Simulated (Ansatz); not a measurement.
The input (input.yaml):

```yaml
accuracy: low
crystal:
  lattice:
    - [5.52233, 0.0, 0.0]
    - [0.0, 5.52233, 0.0]
    - [0.0, 0.0, 7.845264]
  atoms:
    - { symbol: Sr, position: [0.0, 0.5, 0.25] }
    - { symbol: Sr, position: [0.5, 0.0, 0.25] }
    - { symbol: Ti, position: [0.0, 0.0, 0.0] }
    - { symbol: Ti, position: [0.0, 0.0, 0.5] }
    - { symbol: O, position: [0.7709574, 0.2709575, 0.5] }
    - { symbol: O, position: [0.2290426, 0.2709574, 0.0] }
    - { symbol: O, position: [0.2709575, 0.2290425, 0.5] }
    - { symbol: O, position: [0.7290426, 0.2290426, 0.0] }
    - { symbol: O, position: [0.0, 0.0, 0.75] }
    - { symbol: O, position: [0.0, 0.0, 0.25] }
    - { symbol: Sr, position: [0.5, 0.0, 0.75] }
    - { symbol: Sr, position: [0.0, 0.5, 0.75] }
    - { symbol: Ti, position: [0.5, 0.5, 0.5] }
    - { symbol: Ti, position: [0.5, 0.5, 0.0] }
    - { symbol: O, position: [0.2709574, 0.7709574, 0.0] }
    - { symbol: O, position: [0.7290426, 0.7709574, 0.5] }
    - { symbol: O, position: [0.7709574, 0.7290426, 0.0] }
    - { symbol: O, position: [0.2290426, 0.7290426, 0.5] }
    - { symbol: O, position: [0.5, 0.5, 0.25] }
    - { symbol: O, position: [0.5, 0.5, 0.75] }
basis:
  ecutwfc: 500.0
kpoints:
  mp_grid: { grid: [2, 2, 2] }
hamiltonian:
  xc: r2scan
  pseudopotentials: { kind: paw, azcp: { folder: soft_1 } }
scf:
  occupations: { method: fermi_dirac, width: 0.36 }
  lower_state_search: "off"
md:
  timestep: 0.75
  n_steps: 90
  ensemble: nvt_langevin
  temperature: 4200.0
  initial_velocities: maxwell_boltzmann
  seed: 202498
  friction: 0.02
```

Command:

```bash
$ ansatz run input.yaml --threads 2 --pin off --max-ram 5120MiB --backend cpu --events-out ev --progress --plain --runs-dir out
```

Hardware: 2 threads of Arm Neoverse V1, on a shared host.

Q: Roughly how long does this run take, and how much memory?

A: 25 min, with a peak of 1.2 GiB, for 91 ionic steps.
